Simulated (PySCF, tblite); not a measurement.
# C₅H₆FO₂S radical: geometry, infrared bands and EPR parameters

Wanted: the infrared bands and EPR parameters of C₅H₆FO₂S radical (`O=S1(=O)[C]=CC[C@H]1CF`), by calculation.

The runs use tblite 0.8.0 and PySCF 2.14.0, with density-fitted response routines of our own; the level of theory stands in each step. All values are computed, except where a source is named. Atoms count from 0, in the outputs and in this text.

## (1) The molecule as given

15 atoms, charge 0, multiplicity 2; geometry from: force field or distance geometry start.

Bonds of the start (Å): O0–S1 1.47, S1–O2 1.48, S1–C3 1.78, C3–C4 1.32, C4–C5 1.46, C5–C6 1.51, C6–C7 1.49, C7–F8 1.40, C6–S1 1.82, C4–H9 1.11, C5–H10 1.12, C5–H11 1.12, C6–H12 1.11, C7–H13 1.13, C7–H14 1.10.

## (2) Geometry optimisation with GFN2-xTB

The job: settings as JSON, then the geometry in Å.

```
{"job": {"kind": "relax", "xc": "GFN2-xTB", "basis": "xTB"}, "charge": 0, "multiplicity": 2}
O      0.009600     2.143100    -0.887500
S     -0.597300     1.437900     0.249600
O     -0.827500     2.211400     1.485700
C     -2.111200     0.657600    -0.259900
C     -1.746000    -0.530600    -0.694500
C     -0.320700    -0.838400    -0.665800
C      0.206100    -0.157400     0.578200
C      1.696100    -0.094300     0.510800
F      2.172800    -1.383500     0.773800
H     -2.499300    -1.250700    -1.087300
H      0.134400    -0.351200    -1.569800
H     -0.099300    -1.932300    -0.659700
H     -0.213800    -0.593500     1.503800
H      2.031300     0.115700    -0.547800
H      2.160500     0.574100     1.248600
```

On the command line:

```
$ OMP_NUM_THREADS=1 python probes_run.py task.json out
```

One launch serves the whole session: the jobs run in the order shown.

**Question.** This job is followed by: GFN2-xTB harmonic vibrations, gas phase; UKS B3LYP, pcH-1 on C F H O S, non-relativistic, mean-field spin-orbit, GIAO. Predict these results of the whole session: strongest single infrared mode (GFN2-xTB); zero-point energy (GFN2-xTB); g(iso) (B3LYP); ⟨S²⟩; largest a(iso); surface potential, 1st and 99th percentile.

**Answer**, as computed:

```
                                 quantity                  value
strongest single infrared mode (GFN2-xTB)  1262 cm⁻¹, 435 km/mol
             zero-point energy (GFN2-xTB)          64.6 kcal/mol
                           g(iso) (B3LYP)                2.00193
                                     ⟨S²⟩     0.760 (exact 0.75)
                           largest a(iso)   13C on C3, 504.7 MHz
    surface potential, 1st and 99th percentile     -1.53 V and 1.64 V
```

What this shows: The optimisation took 64 steps and gained 0.514 eV; among the close pairs (by a distance rule), C4–C5 changed most, from 1.458 to 1.517 Å. No mode is imaginary among the 39: a minimum at this level. The strongest single mode, at 1262 cm⁻¹, is spread over several atoms, S1, O2, O0 among them. Unscaled tight-binding wavenumbers are off by several per cent, some by more. Its intensities can rank the bands wrongly. C3 carries the largest spin population, 0.93 e. The isotropic g lies 0.4 ppt below the free-electron value.
